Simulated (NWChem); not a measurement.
# CH5FOSn (SMILES [CH3][SnH]([OH])[F]): levels of theory compared

We compute a comparison of 3 runs (HF/STO-3G, HF/3-21G, HF/def2-SVPD) of CH5FOSn. 

The calculation is run with NWChem 7.3.0.

## (1) The structure to begin with

CH5FOSn has 9 atoms, charge 0, and is taken as a singlet. As SMILES, `[CH3][SnH]([OH])[F]`. The coordinates come from a PBE0-D4/def2-TZVP relaxation. This is one conformer, not always the lowest.

Bond lengths: C1–Sn2 2.120 Å, Sn2–O3 1.954 Å, Sn2–F4 1.928 Å, C1–H5 1.090 Å, C1–H6 1.090 Å, C1–H7 1.090 Å, Sn2–H8 1.697 Å, O3–H9 0.960 Å. Some angles: C1–Sn2–O3 112.2°, C1–Sn2–F4 104.4°, O3–Sn2–F4 104.6°, C1–Sn2–H8 121.5°, O3–Sn2–H8 105.6°, F4–Sn2–H8 107.3°, Sn2–C1–H5 109.8°, Sn2–C1–H6 110.0°, Sn2–C1–H7 108.7°, Sn2–O3–H9 113.8°.

## (2) Energy and gradient at HF/STO-3G (run 1)

The input, calc.nw:

```
start calc
memory stack 880 mb heap 220 mb global 1100 mb

geometry units au noautosym nocenter noautoz
C     -0.65762469     2.49613924    -0.32616673
Sn    -0.51249372    -1.43127857     0.44899893
O      2.88636768    -2.54432725     1.37005144
F     -1.15878006    -3.01600289    -2.76769288
H     -2.57324006     3.02998687    -0.86133717
H     -0.08239206     3.56288964     1.33887096
H      0.62323168     2.90847748    -1.88519078
H     -2.47308458    -2.79112549     2.59232630
H      4.11525658    -2.30244231     0.05782562
end

basis spherical bse
* library STO-3G
end

scf
thresh 1e-08
maxiter 80
end

task scf gradient
```

On the command line:

```
nwchem calc.nw > calc.out
```

The log of the run:

```text
[...]
  functions       =    47
[...]
  wavefunction    = RHF
[...]
         Total SCF energy =  -6175.515090374473
      One-electron energy =  -9380.957033978844
      Two-electron energy =   2785.443107516056
 Nuclear repulsion energy =    419.998836088314
        Time for solution =      4.6s
[...]
                         RHF ENERGY GRADIENTS
    atom               coordinates                        gradient
                 x          y          z           x          y          z
   1 C      -0.657625   2.496139  -0.326167    0.001059   0.015908  -0.008647
   2 Sn     -0.512494  -1.431279   0.448999   -0.001075   0.024830   0.010747
   3 O       2.886368  -2.544327   1.370051    0.032998   0.002485  -0.028662
   4 F      -1.158780  -3.016003  -2.767693   -0.003753  -0.008328  -0.017647
   5 H      -2.573240   3.029987  -0.861337   -0.009502  -0.004065  -0.001642
   6 H      -0.082392   3.562890   1.338871    0.003353  -0.002405   0.010440
   7 H       0.623232   2.908477  -1.885191    0.006429  -0.004104  -0.006714
   8 H      -2.473085  -2.791125   2.592326   -0.013491  -0.016132   0.013814
   9 H       4.115257  -2.302442   0.057826   -0.016018  -0.008189   0.028311
[...]
```

Run time: 7.8 s. Hardware: 1 thread of Intel Xeon 6975P-C (Granite Rapids), shared host; peak memory 0.1 GiB.

## (3) Energy and gradient at HF/3-21G (run 2)

The input, a.nw:

```
start a
title "CH5FOSn"
memory 2200 mb

geometry units atomic noautosym nocenter noautoz
C     -0.65762469     2.49613924    -0.32616673
Sn    -0.51249372    -1.43127857     0.44899893
O      2.88636768    -2.54432725     1.37005144
F     -1.15878006    -3.01600289    -2.76769288
H     -2.57324006     3.02998687    -0.86133717
H     -0.08239206     3.56288964     1.33887096
H      0.62323168     2.90847748    -1.88519078
H     -2.47308458    -2.79112549     2.59232630
H      4.11525658    -2.30244231     0.05782562
end

basis spherical bse
* library 3-21G
end

scf
thresh 1e-08
maxiter 80
noprint "final vectors analysis"
end

task scf gradient
```

On the command line:

```
nwchem a.nw > a.out
```

The log of the run:

```text
[...]
  functions       =    68
[...]
  wavefunction    = RHF
[...]
         Total SCF energy =  -6210.249268060369
      One-electron energy =  -9406.846128979902
      Two-electron energy =   2776.598024831218
 Nuclear repulsion energy =    419.998836088314
        Time for solution =      5.3s
[...]
                         RHF ENERGY GRADIENTS
    atom               coordinates                        gradient
                 x          y          z           x          y          z
   1 C      -0.657625   2.496139  -0.326167    0.000609  -0.003799  -0.002011
   2 Sn     -0.512494  -1.431279   0.448999   -0.005306   0.019160   0.013561
   3 O       2.886368  -2.544327   1.370051    0.017709  -0.007034   0.008194
   4 F      -1.158780  -3.016003  -2.767693   -0.005108  -0.006274  -0.016101
   5 H      -2.573240   3.029987  -0.861337   -0.005371  -0.002229  -0.000612
   6 H      -0.082392   3.562890   1.338871    0.001721  -0.001036   0.005533
   7 H       0.623232   2.908477  -1.885191    0.003712  -0.002997  -0.003354
   8 H      -2.473085  -2.791125   2.592326    0.005799   0.000804  -0.005421
   9 H       4.115257  -2.302442   0.057826   -0.013766   0.003406   0.000212
[...]
```

Wall time 8.4 s (1 thread of Intel Xeon 6975P-C (Granite Rapids), shared host); peak memory 0.1 GiB.

## (4) Energy and gradient at HF/def2-SVPD (core potential) (run 3)

The input, ch5fosn.nw:

```
START ch5fosn
memory stack 880 mb heap 220 mb global 1100 mb
GEOMETRY noautosym nocenter noautoz
  C     -0.348000     1.320900    -0.172600
  Sn    -0.271200    -0.757400     0.237600
  O      1.527400    -1.346400     0.725000
  F     -0.613200    -1.596000    -1.464600
  H     -1.361700     1.603400    -0.455800
  H     -0.043600     1.885400     0.708500
  H      0.329800     1.539100    -0.997600
  H     -1.308700    -1.477000     1.371800
  H      2.177700    -1.218400     0.030600
END
BASIS spherical bse
  * library def2-SVPD
END
ECP bse
  Sn library def2-SVPD
END
SCF
  thresh 1e-08
  maxiter 80
  noprint "final vectors analysis"
END
TASK scf gradient
```

On the command line:

```
nwchem ch5fosn.nw > ch5fosn.out
```

The log of the run:

```text
[...]
  functions       =   138
[...]
  wavefunction    = RHF
[...]
         Total SCF energy =   -428.309534368016
      One-electron energy =  -1105.810986739923
      Two-electron energy =    460.453650615708
 Nuclear repulsion energy =    217.047801756199
        Time for solution =     42.6s
[...]
                         RHF ENERGY GRADIENTS
    atom               coordinates                        gradient
                 x          y          z           x          y          z
   1 C      -0.657625   2.496139  -0.326167    0.000533  -0.001607  -0.000268
   2 Sn     -0.512494  -1.431278   0.448999    0.005824   0.002347  -0.005879
   3 O       2.886367  -2.544327   1.370051   -0.015434  -0.003433   0.016666
   4 F      -1.158780  -3.016003  -2.767693    0.000335   0.001938   0.003239
   5 H      -2.573240   3.029987  -0.861337   -0.000766  -0.001066   0.000126
   6 H      -0.082392   3.562889   1.338871    0.000197  -0.001017   0.000885
   7 H       0.623232   2.908477  -1.885191    0.000415  -0.000972  -0.000261
   8 H      -2.473084  -2.791125   2.592326    0.000374  -0.000694   0.000805
   9 H       4.115256  -2.302442   0.057826    0.008522   0.004505  -0.015313
[...]
```

Run time: 59 s. Hardware: 1 thread of Intel Xeon 6975P-C (Granite Rapids), shared host; peak memory 0.11 GiB.

## (5) All runs side by side

```
run                          level  core potential   energy (Eh)  dipole moment (D)  largest force (eV/Å)  wall time
  1                      HF/STO-3G               –  -6175.515090               1.61                 2.251      7.8 s
  2                       HF/3-21G               –  -6210.249268               2.96                 1.238      8.4 s
  3  HF/def2-SVPD (core potential)       def2-SVPD   -428.309534               3.28                 1.181       59 s
```

## (6) Results

| quantity | value |
| --- | --- |
| run 3: total energy | -428.30953 Eh |
| run 3: dipole moment | 3.28 D |
| run 3: largest force on an atom | 1.181 eV/Å |

**Reading.** The dipole moment (its size) runs from 1.61 D (HF/STO-3G) to 3.28 D (HF/def2-SVPD). The two ends differ in basis and core potential. Some runs of one species differ in core potentials or relativity; totals across that change don't compare. In run 1 the basis is minimal, so the values are rough. In runs 1, 2 relativity is left out where basis or elements ask for it. All runs together took 75 s, the longest 59 s.
